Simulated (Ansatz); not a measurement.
# H6O2Si2: the cost of one run

All numbers below are computed with Ansatz 0.2.0 (RHF/def2-SVP).

### 1 The starting structure

Bond lengths: Si1–O2 1.680 Å, O2–Si3 1.680 Å, Si3–H4 1.460 Å, Si3–H5 1.460 Å, Si3–H6 1.460 Å, Si1–H7 1.460 Å, Si1–H8 1.459 Å, Si1–O9 1.679 Å, O9–H10 1.010 Å. Angles: Si1–O2–Si3 125.0°, O2–Si1–H7 109.5°, O2–Si1–H8 109.5°, O2–Si1–O9 109.5°, H7–Si1–H8 109.5°, H7–Si1–O9 109.5°, H8–Si1–O9 109.5°, O2–Si3–H4 109.5°, O2–Si3–H5 109.5°, O2–Si3–H6 109.5°, H4–Si3–H5 109.4°, H4–Si3–H6 109.4°, H5–Si3–H6 109.4°, Si1–O9–H10 109.5°.

Coordinates:

```xyz
10

Si    0.0000    0.0000    0.0000
O     0.0000    0.0000    1.6800
Si   -1.3147   -0.4067    2.6436
H    -2.2390   -1.2403    1.8804
H    -0.8506   -1.1432    3.8157
H    -1.9987    0.8095    3.0733
H     1.3768    0.0000   -0.4862
H    -0.6877    1.1914   -0.4862
O    -0.7913   -1.3709   -0.5594
H    -1.2459   -1.8365    0.2129
```

### 2 Preparing the start

input.yaml reads:

```yaml
crystal:
  periodic: [false, false, false]
  atoms:
    - { symbol: Si, position_ang: [0.0, 0.0, 0.0] }
    - { symbol: O, position_ang: [0.0, 0.0, 1.68] }
    - { symbol: Si, position_ang: [-1.3147, -0.4067, 2.6436] }
    - { symbol: H, position_ang: [-2.239, -1.2403, 1.8804] }
    - { symbol: H, position_ang: [-0.8506, -1.1432, 3.8157] }
    - { symbol: H, position_ang: [-1.9987, 0.8095, 3.0733] }
    - { symbol: H, position_ang: [1.3768, 0.0, -0.4862] }
    - { symbol: H, position_ang: [-0.6877, 1.1914, -0.4862] }
    - { symbol: O, position_ang: [-0.7913, -1.3709, -0.5594] }
    - { symbol: H, position_ang: [-1.2459, -1.8365, 0.2129] }
basis:
  gaussian: { orbitals: def2-SVP }
hamiltonian:
  xc: hf
relax:
  f_tol: 0.02
  max_steps: 40
```

Started as:

```bash
> ansatz run input.yaml --threads 1 --pin off --max-ram 2048MiB --backend cpu --events-out ev --progress --plain --runs-dir out
```

**Question.** How long does this run take on 1 thread of Arm Neoverse V2, shared host, and how much memory does it need?

About 26 s, with a peak of 0.17 GiB.
